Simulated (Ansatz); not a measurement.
GaGe3:

```xyz
4
Lattice="4.2785 0.0000 0.0000 0.0000 4.2785 0.0000 0.0000 0.0000 4.2785" Properties=species:S:1:pos:R:3 pbc="T T T"
Ge    2.1392    2.1392    0.0000
Ge    2.1392    0.0000    2.1392
Ge    0.0000    2.1392    2.1392
Ga    0.0000    0.0000    0.0000
```

The cell comes from a database or a generator and needn't be the stable form of this composition.

Base run:

| Property | Result |
| --- | --- |
| Program | Ansatz 0.2.0 |
| Functional | PBE |
| Potentials or basis | Ansatz PAW |
| Cutoff | 420 eV |
| Density cutoff | 1680 eV |
| k mesh | 6 × 6 × 6 |
| Occupations | fermi-dirac, width 0.05 eV |
| Spin | no spin polarisation |

Its results: band gap on the k mesh none (metal or under the smearing width); pressure -0.1 GPa.

**Question.** After a change of settings the same cell gave: band gap on the k mesh none (metal or under the smearing width); pressure -4.9 GPa. Which change was it?
A. functional from PBE to LDA
B. functional from PBE to r2SCAN; cutoff from 420 eV to 500 eV; density cutoff from 1680 eV to 2000 eV
C. functional from PBE to PBEsol; spin from no spin polarisation to spin-orbit coupling, no magnetisation; potential files from those of the base run to others of the same set

**Answer.** A.

LDA binds more tightly than PBE, so the same cell stands under less pressure.

Caveats: the PAW data sets come from PBE, with cores solved anew for the run's functional, which leaves a small shift of forces and pressure (some runs).

Not every run made on this cell is shown here.
